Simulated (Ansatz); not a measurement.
# C₂H₇NOSn: up Jacob's ladder to CCSD(T)

Aim: compute C₂H₇NOSn with functionals from several rungs and with coupled cluster. The yardstick is the atomisation energy at the CCSD(T) limit.

Method: functionals in def2-TZVPP, the program's frozen cores in correlated methods; program: Ansatz 0.2.0, Gaussian basis.

Plan: LDA (SPW92), PBE-D4, revPBE-D4, BLYP-D4, r2SCAN-D4, B97M-V, PBE0-D4, B3LYP-D4, r2SCANh-D4, r2SCAN0-D4, HSE06-D4, BHLYP-D4, CAM-B3LYP-D4, LC-ωPBE, ωB97X-V, ωB97M-V, B2PLYP, PBE-QIDH; CCSD(T)/def2-SVP; CCSD(T)/def2-TZVPP; MP2/def2-QZVPP; extrapolation to the limit; RPA on PBE.

### 1 Structure used throughout

An earlier PBE0-D4 in a triple-zeta def2 set relaxation fixed the geometry. Sn takes the def2 core potential; no spin-orbit term is included.

SMILES `C[N](C)[Sn][OH]`, 12 atoms, charge 0, spin multiplicity 1.

Atoms are counted from 1 here; the program's logs count them from 0.

Bond lengths: C1–N2 1.436 Å, C1–H6 1.100 Å, C1–H7 1.100 Å, C1–H8 1.092 Å, N2–C3 1.440 Å, N2–Sn4 2.038 Å, C3–H9 1.100 Å, C3–H10 1.095 Å, C3–H11 1.100 Å, Sn4–O5 1.984 Å, O5–H12 0.960 Å. Angles: N2–C1–H6 111.4°, N2–C1–H7 111.9°, N2–C1–H8 111.4°, H6–C1–H7 107.1°, H6–C1–H8 107.1°, H7–C1–H8 107.6°, C1–N2–C3 112.4°, C1–N2–Sn4 128.4°, C3–N2–Sn4 119.2°, N2–C3–H9 111.9°, N2–C3–H10 110.8°, N2–C3–H11 111.8°, H9–C3–H10 107.5°, H9–C3–H11 107.1°, H10–C3–H11 107.5°, N2–Sn4–O5 99.1°, Sn4–O5–H12 118.2°.

### 2 LDA

This LDA is Slater exchange with PW92 correlation.

Contents of in.yaml:

```yaml
crystal:
  periodic: [false, false, false]
  atoms:
    - {symbol: C, position_ang: [-0.801895, 0.680843, -0.281580]}
    - {symbol: N, position_ang: [0.262212, -0.158440, 0.192319]}
    - {symbol: C, position_ang: [0.962556, 0.422043, 1.308983]}
    - {symbol: Sn, position_ang: [0.854496, -1.974146, -0.519329]}
    - {symbol: O, position_ang: [-0.397807, -2.135310, -2.050147]}
    - {symbol: H, position_ang: [-1.519958, 0.910079, 0.519848]}
    - {symbol: H, position_ang: [-0.427858, 1.641906, -0.665197]}
    - {symbol: H, position_ang: [-1.362356, 0.199213, -1.085913]}
    - {symbol: H, position_ang: [1.423854, 1.386029, 1.047894]}
    - {symbol: H, position_ang: [1.761950, -0.241637, 1.654410]}
    - {symbol: H, position_ang: [0.291648, 0.604763, 2.161403]}
    - {symbol: H, position_ang: [-0.969841, -1.390345, -2.248690]}
basis:
  gaussian: {orbitals: def2-TZVPP}
hamiltonian: {xc: lda}
output: {orbitals: {seedname: orbitals}}
```

On the command line:

```console
$ ansatz run in.yaml --threads 4 --pin off --events-out ev --progress --plain --max-ram 10444MiB
```

Further steps of the session: PBE-D4 (GGA); revPBE-D4 (GGA); BLYP-D4 (GGA); r2SCAN-D4 (meta-GGA); B97M-V (meta-GGA); PBE0-D4 (hybrid); B3LYP-D4 (hybrid); r2SCANh-D4 (hybrid); r2SCAN0-D4 (hybrid); HSE06-D4 (hybrid); BHLYP-D4 (hybrid); CAM-B3LYP-D4 (range-separated); LC-ωPBE (range-separated); ωB97X-V (range-separated); ωB97M-V (range-separated); B2PLYP (double hybrid); PBE-QIDH (double hybrid); CCSD(T) in def2-SVP; CCSD(T) in def2-TZVPP; MP2 in def2-QZVPP; RPA on PBE orbitals.

Before running them: what should the planned runs give, taken together? Wanted: atomisation energy, CCSD(T)/CBS; farthest beyond LDA; mean size of error, GGA; mean size of error, meta-GGA; mean size of error, hybrid; mean size of error, range-separated; mean size of error, double hybrid; gap, smallest and largest; T1 diagnostic.

**Answer**, as computed:

| quantity | value |
| --- | --- |
| atomisation energy, CCSD(T)/CBS | 4360.0 kJ/mol |
| functionals within 43.6 kJ/mol (1.0 %) | revPBE-D4, BLYP-D4, r2SCAN-D4, B97M-V, PBE0-D4, B3LYP-D4, HSE06-D4, CAM-B3LYP-D4, ωB97X-V, ωB97M-V |
| farthest beyond LDA | BHLYP-D4 (-167.8 kJ/mol) |
| mean size of error, GGA | 43.4 kJ/mol |
| mean size of error, meta-GGA | 17.1 kJ/mol |
| mean size of error, hybrid | 64.8 kJ/mol |
| mean size of error, range-separated | 21.5 kJ/mol |
| mean size of error, double hybrid | 67.5 kJ/mol |
| gap, smallest and largest | 2.92 eV (BLYP-D4), 9.30 eV (LC-ωPBE) |
| T1 diagnostic | 0.0169 |
| triples share of the correlation energy | 3.7 % |

**Reading.** LDA overbinds by 659.3 kJ/mol (15 %). PBE-D4 is off by +90.1 kJ/mol. Double hybrids carry the basis error of their MP2 part in triple zeta, and no dispersion term here, so their miss is partly the set-up's. The rungs meta-GGA, range-separated, GGA miss on average by less than the doubt on the reference (43.6 kJ/mol), so they tie. The reference freezes the cores and leaves out spin-orbit coupling and excitations past (T), and its outer-core shells are covered unevenly, so misses under about 43.6 kJ/mol can't be ranked. All levels share the lack of spin-orbit coupling, which lowers the free heavy atoms and so the true binding. Hartree-Fock recovers 69 % of the binding; the rest is correlation. CCSD(T) in def2-SVP is off by -297.4 kJ/mol, which most functionals beat. Orbital gaps span 2.9 to 9.3 eV; exact exchange widens them. Correlated methods include outer-core shells of Sn, which these sets cover unevenly.
